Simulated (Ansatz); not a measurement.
# P: the crystal squeezed far

The task here is to estimate one member of a computed series from the others.

Method: DFT, LDA, PAW with Ansatz's default frozen-core files, scalar-relativistic, in Ansatz 0.2.0.

1 further run of the same task is left out (for a known fault of the program). Runs told in other sessions of the task aren't counted.

## The system as given

It takes space group Fd-3m (No. 227, cubic). Conventional cell: a = 5.313 Å, b = 5.313 Å, c = 5.313 Å, α = 90.00°, β = 90.00°, γ = 90.00°. Around P (site symmetry -43m) lie 4 P at 2.30 Å.

As a file:

```
P
1.0
     0.00000    2.65665    2.65665
     2.65665    0.00000    2.65665
     2.65665    2.65665    0.00000
P
2
Cartesian
  -0.6642 -0.6642 -0.6642
  0.6642 0.6642 0.6642
```

Whether this phase is the stable one at these pressures isn't tested.

Atoms are numbered in the order of the input: P1, P2.

The first run:

File input.yaml:

```yaml
crystal:
  lattice:
    - [0.0, 2.656646423, 2.656646423]
    - [2.656646423, 0.0, 2.656646423]
    - [2.656646423, 2.656646423, 0.0]
  atoms:
    - { symbol: P, position: [-0.125, -0.125, -0.125] }
    - { symbol: P, position: [0.125, 0.125, 0.125] }
kpoints:
  mp_grid: { grid: [12, 12, 12] }
scf:
  occupations: { method: fermi_dirac, width: 0.1 }
hamiltonian:
  xc: lda
  pseudopotentials: { kind: paw }
output:
  forces: true
  stress: true
relax:
  f_tol: 0.005
  max_steps: 40
  cell: {}
```

On the command line:

```console
$ ansatz run input.yaml --threads 1 --pin off --max-ram 2048MiB --backend cpu --events-out ev --progress --plain --runs-dir out
```

Steps of the session up to this table: Cell relaxed at zero pressure, PAW; Volume scaled by 1, PAW; Volume scaled by 0.92, PAW; Volume scaled by 0.84, PAW; Volume scaled by 0.76, PAW; Volume scaled by 0.68, PAW; Volume scaled by 0.6, PAW; Volume scaled by 0.52, PAW; Volume scaled by 0.45, PAW.

One table of the session follows, with a row left open; its other results are not shown here.

```
method  volume over the first  volume (Å³/atom)  pressure (GPa)
   PAW                      1            19.154            0.03
   PAW                   0.92            17.622            4.99
   PAW                   0.84                 ?               ?
   PAW                   0.76            14.557           24.24
   PAW                   0.68            13.025           47.60
   PAW                    0.6            11.493           89.46
   PAW                   0.52             9.960          166.71
   PAW                   0.45             8.619          292.57
```

**Question.** Estimate the row for PAW, 0.84.

As computed: volume (Å³/atom): 16.090; pressure (GPa): 12.29. In the column «volume (Å³/atom)» it lies between PAW, 0.76 (14.557) and PAW, 0.92 (17.622).
